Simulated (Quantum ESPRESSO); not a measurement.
A calculation with Quantum ESPRESSO 7.5 of Ti3Se (ASE script, structure typed inline):

The input run.py:

```python
import numpy as np
from ase.calculators.espresso import Espresso, EspressoProfile
from ase import Atoms

atoms = Atoms(['Se', 'Ti', 'Ti', 'Ti'],
              cell=[[3.1974455988, 0.0, 0.0], [-1.5987227994, 2.7690691158, 0.0], [0.0, 0.0, 7.942745]],
              scaled_positions=[[0.0, 0.0, 0.0], [0.6666666667, 0.3333333333, 0.5], [0.3333333333, 0.6666666667, 0.772902], [0.3333333333, 0.6666666667, 0.227098]],
              pbc=True)

input_data = {
    'control': {'calculation': 'scf', 'prefix': 'pwscf', 'outdir': './tmp', 'tprnfor': True, 'tstress': True, 'disk_io': 'nowf'},
    'system': {'ecutwfc': 55.0, 'ecutrho': 440.0, 'nbnd': 30, 'occupations': 'smearing', 'smearing': 'fd', 'degauss': 0.00367493},
    'electrons': {'conv_thr': 8e-10, 'electron_maxstep': 120, 'mixing_beta': 0.5},
}
pseudopotentials = {'Se': 'Se_pbe_v1.uspp.F.UPF', 'Ti': 'ti_pbe_v1.4.uspp.F.UPF'}
profile = EspressoProfile(command='mpirun -n 2 pw.x -nk 2', pseudo_dir='pseudo')
dft = Espresso(profile=profile, input_data=input_data, pseudopotentials=pseudopotentials, kpts=(10, 10, 4), koffset=(0, 0, 0))
atoms.calc = dft

print(f'energy {atoms.get_potential_energy():.8f} eV')
print('forces (eV/A)')
print(np.round(atoms.get_forces(), 6))
print('stress (eV/A^3, Voigt)')
print(np.round(atoms.get_stress(), 8))
print(f'Fermi level {dft.get_fermi_level():.4f} eV')
```

Potentials or basis: SSSP 1.3 efficiency PBE.

Launch:

```console
$ OMP_NUM_THREADS=1 python run.py
```

The cell comes from a database or a generator and needn't be the stable form of this composition.

Question: Write the same calculation in another form: native input, structure typed inline.

Answer: As run:

The input pw.in:

```
&CONTROL
  calculation = 'scf'
  prefix = 'pwscf'
  outdir = './tmp'
  pseudo_dir = './pseudo'
  tprnfor = .true.
  tstress = .true.
  disk_io = 'nowf'
/
&SYSTEM
  ibrav = 0
  nat = 4
  ntyp = 2
  ecutwfc = 55
  ecutrho = 440
  nbnd = 30
  occupations = 'smearing'
  smearing = 'fd'
  degauss = 0.00367493
/
&ELECTRONS
  conv_thr = 8d-10
  electron_maxstep = 120
  mixing_beta = 0.5
/
ATOMIC_SPECIES
Se    78.9710 Se_pbe_v1.uspp.F.UPF
Ti    47.8670 ti_pbe_v1.4.uspp.F.UPF
CELL_PARAMETERS angstrom
   3.1974455988    0.0000000000    0.0000000000
  -1.5987227994    2.7690691158    0.0000000000
   0.0000000000    0.0000000000    7.9427450000
ATOMIC_POSITIONS crystal
Se     0.0000000000    0.0000000000    0.0000000000
Ti     0.6666666667    0.3333333333    0.5000000000
Ti     0.3333333333    0.6666666667    0.7729020000
Ti     0.3333333333    0.6666666667    0.2270980000
K_POINTS automatic
10 10 4 0 0 0
```

Potentials or basis: SSSP 1.3 efficiency PBE.

Launch:

```bash
$ OMP_NUM_THREADS=1 mpirun -n 2 pw.x -nk 2 -in pw.in > pw.out
```

Both were run:

|  | ASE script, structure typed inline | native input, structure typed inline |
| --- | --- | --- |
| Pressure | 0.1 GPa | 0.1 GPa |
| Largest force | 0.025 eV/Å | 0.025 eV/Å |
| Band gap on the k mesh | none (metal or under the smearing width) | none (metal or under the smearing width) |

Keys that steer only the numerical path or the files written may differ.
